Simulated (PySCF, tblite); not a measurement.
# C6H2N radical: geometry, infrared bands and EPR parameters

What infrared bands and EPR parameters should C6H2N radical (`C#CC#C[CH]C#N`) show?

Computed with tblite 0.8.0 and PySCF 2.14.0, with density-fitted response routines of our own, on a single molecule in the gas phase. Atoms are numbered from 0 throughout.

**1. The starting structure**

9 atoms, charge 0, multiplicity 2; geometry from: force field or distance geometry start.

Bonds of the start (Å): C0–C1 1.22, C1–C2 1.41, C2–C3 1.23, C3–C4 1.46, C4–C5 1.48, C5–N6 1.16, C0–H7 1.06, C4–H8 1.11.

**2. Optimising the geometry with GFN2-xTB**

The job: settings as JSON, then the geometry in Å.

```
{"job": {"kind": "relax", "xc": "GFN2-xTB", "basis": "xTB"}, "charge": 0, "multiplicity": 2}
C      2.310000     0.730200     1.918700
C      1.441100     0.365300     1.144500
C      0.454700    -0.103600     0.249300
C     -0.402300    -0.503600    -0.532400
C     -1.436700    -1.009700    -1.428300
C     -1.476400    -0.094700    -2.584700
N     -1.501400     0.639900    -3.483100
H      3.058000     1.052000     2.600500
H     -2.433600    -1.069700    -0.951100
```

Started as:

```
$ OMP_NUM_THREADS=1 python probes_run.py task.json out
```

One launch serves the whole session: the jobs run in the order shown.

The log of the run:

```text
step      E/eV     max force
  0    -449.78000    4.430
  1    -450.05831    3.077
  2    -450.37493    1.854
  3    -450.47709    1.527
  4    -450.47589    3.517
  5    -450.54034    0.559
  6    -450.55690    0.669
  7    -450.59180    1.381
  8    -450.59949    1.604
  9    -450.62438    0.521
 10    -450.63684    0.360
 11    -450.64934    0.443
 12    -450.65599    0.337
 13    -450.66007    0.189
 14    -450.66232    0.126
 15    -450.66384    0.252
 16    -450.66500    0.182
 17    -450.66634    0.111
 18    -450.66753    0.127
 19    -450.66870    0.174
 20    -450.66967    0.150
 21    -450.67055    0.093
 22    -450.67168    0.124
 23    -450.67326    0.174
 24    -450.67496    0.173
 25    -450.67635    0.128
 26    -450.67746    0.120
 27    -450.67874    0.189
 28    -450.68048    0.246
 29    -450.68200    0.176
 30    -450.68272    0.076
 31    -450.68295    0.044
 32    -450.68305    0.052
 33    -450.68322    0.070
 34    -450.68347    0.059
 35    -450.68364    0.029
 36    -450.68372    0.030
 37    -450.68379    0.036
 38    -450.68389    0.039
 39    -450.68404    0.040
 40    -450.68420    0.034
 41    -450.68432    0.028
 42    -450.68440    0.028
 43    -450.68448    0.029
 44    -450.68457    0.022
 45    -450.68464    0.017
 46    -450.68467    0.015
 47    -450.68468    0.015
 48    -450.68469    0.013
 49    -450.68471    0.016
 50    -450.68474    0.019
 51    -450.68478    0.021
 52    -450.68481    0.019
 53    -450.68484    0.021
 54    -450.68487    0.026
 55    -450.68493    0.030
 56    -450.68500    0.026
 57    -450.68504    0.014
 58    -450.68505    0.011
 59    -450.68506    0.011
 60    -450.68508    0.015
 61    -450.68510    0.016
 62    -450.68512    0.010
 63    -450.68513    0.004
```

It took 0.7 s on 1 thread of Intel Xeon at 2.50GHz, shared host.

Relaxation path: (not every step is listed) (the energy doesn't fall at every step)

```tsv
step	energy from step 0 (eV)	largest force (eV/Å)
0	0.0000	4.4295
1	-0.2783	3.0767
2	-0.5949	1.8543
3	-0.6971	1.5272
4	-0.6959	3.5172
5	-0.7603	0.5592
6	-0.7769	0.6690
7	-0.8118	1.3811
8	-0.8195	1.6044
13	-0.8801	0.1889
18	-0.8875	0.1272
23	-0.8933	0.1745
28	-0.9005	0.2464
33	-0.9032	0.0703
38	-0.9039	0.0386
43	-0.9045	0.0287
48	-0.9047	0.0132
53	-0.9048	0.0211
58	-0.9051	0.0108
59	-0.9051	0.0108
60	-0.9051	0.0152
61	-0.9051	0.0160
62	-0.9051	0.0101
63	-0.9051	0.0037
```

Distances of close pairs at the start and the end, largest changes first:

```tsv
bond	before (Å)	after (Å)	change (Å)
C3–C4	1.459	1.355	-0.104
C4–C5	1.475	1.386	-0.089
C1–C2	1.412	1.340	-0.072
C4–H8	1.107	1.082	-0.025
C0–H7	1.062	1.048	-0.014
C0–C1	1.220	1.212	-0.008
C5–N6	1.161	1.153	-0.008
C2–C3	1.227	1.230	+0.003
```

The final coordinates are the input of the step that follows.

**3. Infrared spectrum with GFN2-xTB**

The job: settings as JSON, then the geometry in Å.

```
{"job": {"kind": "ir", "xc": "GFN2-xTB", "basis": "xTB"}, "charge": 0, "multiplicity": 2}
C      2.312243     0.648270     1.932141
C      1.426431     0.350172     1.160592
C      0.447162     0.020171     0.307976
C     -0.459034    -0.293743    -0.462588
C     -1.448155    -0.625123    -1.326805
C     -1.530480    -0.058635    -2.588916
N     -1.611258     0.404383    -3.642002
H      3.079411     0.907647     2.598064
H     -2.202757    -1.347148    -1.044929
```

The log of the run:

```text
mode    cm-1     km/mol
  1      72.3      3.38
  2     131.9      3.55
  3     163.8      1.86
  4     306.6      3.54
  5     321.7      1.04
  6     364.8      2.80
  7     365.8      1.76
  8     370.3      3.54
  9     521.2      2.47
 10     599.2      9.63
 11     625.1     18.86
 12     635.1     30.23
 13     773.3      0.89
 14    1043.8      0.56
 15    1172.0      3.25
 16    1422.4      8.56
 17    2121.6     15.51
 18    2162.7     10.98
 19    2299.5    171.21
 20    3044.2      2.65
 21    3400.0     24.04
```

It took 0.43 s on 1 thread of Intel Xeon at 2.50GHz, shared host.

The strongest bands and the atoms that carry them (share of the mass-weighted mode):

```tsv
cm⁻¹	km/mol	atoms
599	9.6	H7 79 %, C0 10 %
625	18.9	H7 81 %
635	30.2	H8 46 %, C4 35 %, C5 11 %
1422	8.6	C4 52 %, C2 21 %, C3 16 %
2122	15.5	C3 46 %, C2 41 %
2163	11.0	C1 59 %, C0 27 %
2300	171.2	C5 56 %, N6 35 %
3400	24.0	H7 87 %, C0 12 %
```

**4. EPR parameters: B3LYP/pcH-1**

Same as in step 3 but for these lines:

```diff
@@ -1,2 +1,2 @@
-{"job": {"kind": "ir", "xc": "GFN2-xTB", "basis": "xTB"}, "charge": 0, "multiplicity": 2}
+{"job": {"kind": "epr", "basis": "pcH-1"}, "charge": 0, "multiplicity": 2}
 C      2.312243     0.648270     1.932141
```

With the program's defaults for keys left out, this is: UKS B3LYP, pcH-1 on C H N, non-relativistic, mean-field spin-orbit, GIAO.

The log of the run:

```text
UKS, coarse grid
  cycle   1  E = -284.37350108  |g| = 3.30e-01
  cycle   2  E = -284.18991725  |g| = 7.15e-01
  cycle   3  E = -284.42298757  |g| = 1.12e-01
  cycle   4  E = -284.42797150  |g| = 5.71e-02
  cycle   5  E = -284.42942935  |g| = 2.91e-02
  cycle   6  E = -284.42996234  |g| = 8.43e-03
  cycle   7  E = -284.43003413  |g| = 6.25e-03
  cycle   8  E = -284.43007393  |g| = 4.14e-03
  cycle   9  E = -284.43009037  |g| = 1.40e-03
  cycle  10  E = -284.43009406  |g| = 6.15e-04
UKS, final grid
  cycle   1  E = -284.43009065  |g| = 6.71e-04
  cycle   2  E = -284.43009050  |g| = 1.17e-03
  cycle   3  E = -284.43009126  |g| = 3.09e-04
  cycle   4  E = -284.43009137  |g| = 2.18e-04
  cycle   5  E = -284.43009153  |g| = 1.39e-04
  cycle   6  E = -284.43009155  |g| = 4.96e-05
  cycle   7  E = -284.43009155  |g| = 1.55e-05
E = -284.43009155 Eh   <S^2> = 0.7832 (exact 0.7500)
g shifts (ppm)      1          2          3
  rmc          -162       -162       -162
  gc             -6         33         34
  oz_so          60        943       1502
  total        -109        814       1374
hyperfine (MHz)  atom isotope    a_iso     a_fc   dipolar eigenvalues
    0   13C      27.58      27.58    -27.40    -16.19     43.60
    1   13C     -43.06     -43.06    -13.89     -0.87     14.76
    2   13C      39.28      39.28    -38.16    -26.53     64.69
    3   13C     -58.09     -58.09    -18.63     -2.32     20.95
    4   13C      50.22      50.22    -46.63    -45.66     92.29
    5   13C     -45.30     -45.30    -14.00     -0.58     14.58
    6   14N       5.79       5.79    -12.18     -9.21     21.39
    7    1H     -25.55     -25.55    -11.26     -1.93     13.18
    8    1H     -44.94     -44.94    -20.57     -0.99     21.56
```

It took 77 s on 1 thread of Intel Xeon at 2.50GHz, shared host; peak memory 0.68 GiB.

Principal g values 2.00221, 2.00313, 2.00369; g(iso) = 2.00301, against 2.00232 for a free electron.

Hyperfine couplings, nucleus by nucleus at this fixed geometry (no averaging over rotations):

```tsv
nuclei	isotope	a(iso) (MHz)	a(iso) (G, at g = 2.0023)	largest dipolar term (MHz)
C3	13C	-58.1	-20.7	21.0
C4	13C	50.2	17.9	92.3
C5	13C	-45.3	-16.2	14.6
H8	1H	-44.9	-16.0	21.6
C1	13C	-43.1	-15.4	14.8
C2	13C	39.3	14.0	64.7
C0	13C	27.6	9.8	43.6
H7	1H	-25.6	-9.1	13.2
N6	14N	5.8	2.1	21.4
```

Mulliken spin populations:

```tsv
atom	value (e)
C0	0.33
C1	-0.17
C2	0.43
C3	-0.24
C4	0.58
C5	-0.15
N6	0.25
H7	-0.01
H8	-0.03
```

In first order the couplings over 0.8 MHz of 1H, 14N give 12 distinct lines over 29.3 G.

The fields below are evaluated on a grid from the run's orbitals.

ELF in a plane through or near 9 of the atoms.

Ten even steps from '0' (0.00) to '9' (1.00):
```
0000000000000000000000000000
0000000000000000000000000000
0000000000000000000000000000
0000000000000000278200000000
0000000000002200799700000000
0000002220024520899800000000
0000024553257753799400000000
0001245776668848236000000000
0007986782824648226321000000
0029993175822827587663100000
0039994381867865382574200000
0019997786556751153786410000
0005865675214420168438720000
0000112442001100157449820000
0000001220000000025899710000
0000000000000000014788500000
0000000000000000001454100000
0000000000000000000000000000
0000000000000000000000000000
0000000000000000000000000000
```
The map spans 13.9 Å across and 8.2 Å up, centred on the molecule. Atoms in the plane (x, y in Å): C0 (-3.3, -0.2), C1 (-2.1, 0.0), C2 (-0.8, 0.2), C3 (0.4, 0.3), C4 (1.8, 0.5), C5 (2.7, -0.6), N6 (3.4, -1.4), H7 (-4.3, -0.3), H8 (2.2, 1.5).

On the surface of density 0.002 e/bohr³ the electrostatic potential runs, from the 1st to the 99th percentile, from -1.67 V near N6 to 2.06 V near H7.

The spin density lies nearest to C2, C4 about 21 % each; C0 13 %; N6 12 %; C3 10 % (beta excess).

**5. Results**

| quantity | value |
| --- | --- |
| strongest single infrared mode (GFN2-xTB) | 2300 cm⁻¹, 171 km/mol |
| zero-point energy (GFN2-xTB) | 31.3 kcal/mol |
| g(iso) (B3LYP) | 2.00301 |
| ⟨S²⟩ | 0.783 (exact 0.75) |
| largest a(iso) | 13C on C3, -58.1 MHz |
| surface potential, 1st and 99th percentile | -1.67 V and 2.06 V |

Over 63 steps the energy fell by 0.905 eV; of the close pairs, C3–C4 changed most, 1.459 to 1.355 Å. No mode is imaginary among the 21: a minimum at this level. The strongest single mode, at 2300 cm⁻¹, moves mainly C5 and N6. Unscaled tight-binding wavenumbers are off by several per cent, some by more. Its intensities can rank the bands wrongly. The largest spin populations lie on C4 (0.58 e), C2 (0.43 e). The isotropic g lies 0.7 ppt above the free-electron value.
